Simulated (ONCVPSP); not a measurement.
**Fluorine: generating and testing an ONCV potential**

Aim: build the potential from the settings below, then test how well it stands in for the atom: other configurations, scattering, ghost states and the plane-wave cutoff that it needs.

The numbers are computed with ONCVPSP 4.0.1.1 (patched build) (LDA (Perdew-Wang 92), scalar-relativistic, spin-unpolarised reference atom).

### Step 1. Settings

The settings as typed:

- element: fluorine (F, Z = 9)
- type: optimised norm-conserving Vanderbilt (ONCV)
- frozen core: [He]
- valence charge: 7
- reference configuration: 2s2 2p4.75 (charge +0.25)
- partial waves: 2s: rc 0.70 bohr, ncon 3, nbas 6, qcut 10.6 1/bohr, 2 projectors, debl 4 Ha; 2p: rc 1.50 bohr, ncon 4, nbas 8, qcut 9 1/bohr, 2 projectors, debl 3 Ha; d scattering state at 0.06 Ha: rc 1.60 bohr, ncon 4, nbas 7, qcut 5.4 1/bohr, 3 projectors, debl 0.8 Ha
- local potential: polynomial inside 0.50 bohr (lpopt 5, dvloc0 3 Ha)
- core correction: Teter function, fcfact 1.75, rcfact 1.5

The nodes and maxima of the atom's own shells, from an earlier all-electron run, set the scale for the radii.

All-electron outer shells of the reference configuration (LDA (PZ), scalar-relativistic, ld1.x):

```csv
shell,level (eV),outermost node (bohr),outermost maximum (bohr)
1s,-663.60,–,0.12
2s,-33.67,0.24,0.76
2p,-15.22,–,0.70
```

### Step 2. The generation run

File F.dat:

```
# ATOM AND REFERENCE CONFIGURATION
# atsym  z   nc   nv     iexc    psfile
  F 9.00    1    2  -001012      upf
#
#   n    l    f
    1    0    2.00
    2    0    2.00
    2    1    4.75
#
# PSEUDOPOTENTIAL AND OPTIMIZATION
# lmax
    2
#
#   l,   rc,      ep,       ncon, nbas, qcut
    0    0.70    0.00    3    6   10.60
    1    1.50    0.00    4    8    9.00
    2    1.60    0.06    4    7    5.40
#
# LOCAL POTENTIAL
# lloc, lpopt,  rc(5),   dvloc0
    4    5    0.50    3.00
#
# VANDERBILT-KLEINMAN-BYLANDER PROJECTORs
# l, nproj, debl
    0    2    4.00
    1    2    3.00
    2    3    0.80
#
# MODEL CORE CHARGE
# icmod, fcfact, rcfact
    3    1.75    1.50
#
# LOG DERIVATIVE ANALYSIS
# epsh1, epsh2, depsh
   -3.00    5.00    0.02
#
# OUTPUT GRID
# rlmax, drl
    6.00    0.01
#
# TEST CONFIGURATIONS
# ncnf
    4
# nvcnf
#   n    l    f
    2
    2    0    2.00
    2    1    5.00
#
    2
    2    0    2.00
    2    1    4.00
#
    2
    2    0    2.00
    2    1    3.00
#
    2
    2    0    2.00
    2    1    2.00
#
```

On the command line:

```sh
$ oncvpsp.x < F.dat > F.out
```

**Question.** What will these runs give? Wanted: cutoffs for 1 and 0.1 mHa per electron, occupied waves; bound ghosts; GHOST(+) flags; largest test error; largest phase difference near zero energy, channels read; rms error of d²Exc/dn², without and with the model core.

The runs gave:

| quantity | value |
| --- | --- |
| cutoffs for 1 and 0.1 mHa per electron, occupied waves | 52 Ha and 149 Ha |
| bound ghosts | d at -265.91 eV |
| GHOST(+) flags | none at low energy |
| largest test error (AE − PS) | +1263 meV, for 2s2 2p2 |
| largest phase difference near zero energy, channels read | 0.000 rad |
| rms error of d²Exc/dn², without and with the model core | 2.57 and 1.75 mHa |

A bound ghost (d) makes it unfit for use: electrons can fall into a state that the atom doesn't have. By total energies transferability is poor: the largest error is 1263 meV on 115.5 eV, for 2s2 2p2. That test lies far up in energy; among those under 40 eV, nearer to bonding, the largest error is 33 meV. The potential is hard: the looser tolerance needs 52 Ha. The tighter tolerance needs 149 Ha, and converged work needs a cutoff nearer that. At the looser tolerance the 2s wave is the slowest; 2p needs 30 Ha. Near zero energy the phases of the channels with partial waves agree within 0.001 rad. These are tests on the free atom; a crystal test is still owed.
